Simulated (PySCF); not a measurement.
# H8O4Pb (Pb(H2O)42+): the cost of one run

Method: PBE0, Pb def2-SVP with ECP60, O def2-SVP, H def2-SVP; scalar-relativistic core potentials, no spin–orbit coupling; program: PySCF 2.14.0.

1 further run of the same task is left out (for a known fault of the program).

**1. The starting structure**

13 atoms, charge 2, spin multiplicity 1.

Bond lengths: Pb1–O2 2.495 Å, Pb1–O5 2.495 Å, Pb1–O8 2.495 Å, Pb1–O11 2.495 Å, O2–H3 0.971 Å, O2–H4 0.971 Å, O5–H6 0.971 Å, O5–H7 0.971 Å, O8–H9 0.971 Å, O8–H10 0.971 Å, O11–H12 0.971 Å, O11–H13 0.971 Å. Angles: O2–Pb1–O5 110.0°, O2–Pb1–O8 108.4°, O2–Pb1–O11 110.0°, O5–Pb1–O8 110.0°, O5–Pb1–O11 108.4°, O8–Pb1–O11 110.0°, Pb1–O2–H3 127.7°, Pb1–O2–H4 127.2°, H3–O2–H4 105.1°, Pb1–O5–H6 127.2°, Pb1–O5–H7 127.7°, H6–O5–H7 105.1°, Pb1–O8–H9 127.2°, Pb1–O8–H10 127.7°, H9–O8–H10 105.1°, Pb1–O11–H12 127.7°, Pb1–O11–H13 127.2°, H12–O11–H13 105.1°.

Coordinates:

```
Pb   -0.00002    0.00000    0.00000
O     1.45928    1.45889    1.40180
H     2.24895    1.20127    1.90508
H     1.36919    2.41559    1.54436
O    -1.45928   -1.40184    1.45890
H    -1.36909   -1.54449    2.41559
H    -2.24903   -1.90502    1.20128
O     1.45928   -1.45889   -1.40180
H     1.36919   -2.41559   -1.54436
H     2.24895   -1.20127   -1.90508
O    -1.45928    1.40184   -1.45890
H    -2.24903    1.90502   -1.20128
H    -1.36909    1.54449   -2.41559
```

Formal oxidation states: Pb +2. An earlier session relaxed this geometry at PBE0, Pb def2-SVP with ECP60, O def2-SVP, H def2-SVP (singlet, point group D2).

Its energy there is -497.496042 Eh.

**2. One electron removed, multiplicity 2**

The input, run.py (the lines that set the calculation):

```python
mol = gto.M(atom='''
Pb    -0.00002     0.00000     0.00000
O      1.45928     1.45889     1.40180
H      2.24895     1.20127     1.90508
H      1.36919     2.41559     1.54436
O     -1.45928    -1.40184     1.45890
H     -1.36909    -1.54449     2.41559
H     -2.24903    -1.90502     1.20128
O      1.45928    -1.45889    -1.40180
H      1.36919    -2.41559    -1.54436
H      2.24895    -1.20127    -1.90508
O     -1.45928     1.40184    -1.45890
H     -2.24903     1.90502    -1.20128
H     -1.36909     1.54449    -2.41559''',
    basis={'Pb': 'def2-SVP', 'O': 'def2-SVP', 'H': 'def2-SVP'},
    ecp={'Pb': 'def2-SVP'},
    charge=3, spin=1)
mf = dft.UKS(mol, xc='PBE0')
mf.grids.atom_grid = (50, 194)
mf = mf.density_fit()  # fitting sets: Pb def2-universal-JKFIT, O def2-universal-JKFIT, H def2-universal-JKFIT
mf.conv_tol = 1e-08; mf.max_cycle = 55
mf.kernel(dm0)  # dm0: the density of the relaxed state
```

Run with:

```console
$ OMP_NUM_THREADS=2 python run.py
```

**Question.** How long does this run take on 2 threads of Arm Neoverse V2, shared host?

About 7.8 s.
